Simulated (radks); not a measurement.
# In²⁺ in [Kr] 4d10 5s1: an all-electron calculation

The task here is to estimate one member of a computed series from the others.

The numbers are computed with radks (a radial shooting solver on a logarithmic mesh, Libxc functionals) version 1 (Dirac Kohn-Sham, LDA (Slater exchange, Perdew-Wang correlation), spin-unpolarised, spherical densities, finite nucleus), except any that are marked as measured or tabulated.

### Starting point

* element: indium (Z = 49)
* charge: +2
* electrons: 47
* configuration: [Kr] 4d10 5s1
* nuclear rms radius: 4.6156 fm

Outer shells as boxes (Hund's rule):

In²⁺
```
[Kr] core
4d [↑↓][↑↓][↑↓][↑↓][↑↓]
5s [↑ ]
```

The first run:

Settings of this run:

```text
Z 49
configuration [Kr] 4d10 5s1
relativity Dirac
functional lda,pw
spin unpolarised
j_filling energy
nucleus finite rms 4.6156 fm
c 137.035999084
```

Steps of the session up to this table: Self-consistent calculation.

One of the session's tables, all rows but one given; the rest of the session is left out.

It belongs to the step «Orbitals and density». Sizes of the orbitals, from the radial functions (bohr):

```
level      <r>  outermost maximum (interpolated)  90 % within  nodes
1s1/2  0.02974                            0.0192       0.0534      0
2s1/2   0.1282                             0.109        0.199      1
2p1/2        ?                                 ?            ?      ?
2p3/2   0.1138                            0.0883        0.185      0
3s1/2   0.3490                             0.316        0.514      2
3p1/2   0.3398                             0.302        0.512      1
3p3/2   0.3510                             0.312        0.528      1
3d3/2   0.3225                             0.256        0.510      0
3d5/2   0.3261                             0.259        0.515      0
4s1/2   0.8476                             0.769         1.23      3
4p1/2   0.9003                             0.798         1.33      2
4p3/2   0.9311                             0.823         1.37      2
4d3/2    1.158                             0.925         1.81      1
4d5/2    1.174                             0.935         1.84      1
5s1/2    2.322                              2.04         3.37      4
```

Estimate the missing values for 2p1/2.

As computed: <r>: 0.1085; outermost maximum (interpolated): 0.0838; 90 % within: 0.178; nodes: 0. In the column «<r>» it lies between 1s1/2 (0.02974) and 2p3/2 (0.1138).

To keep in mind: Spin polarisation and multiplet splitting are left out.
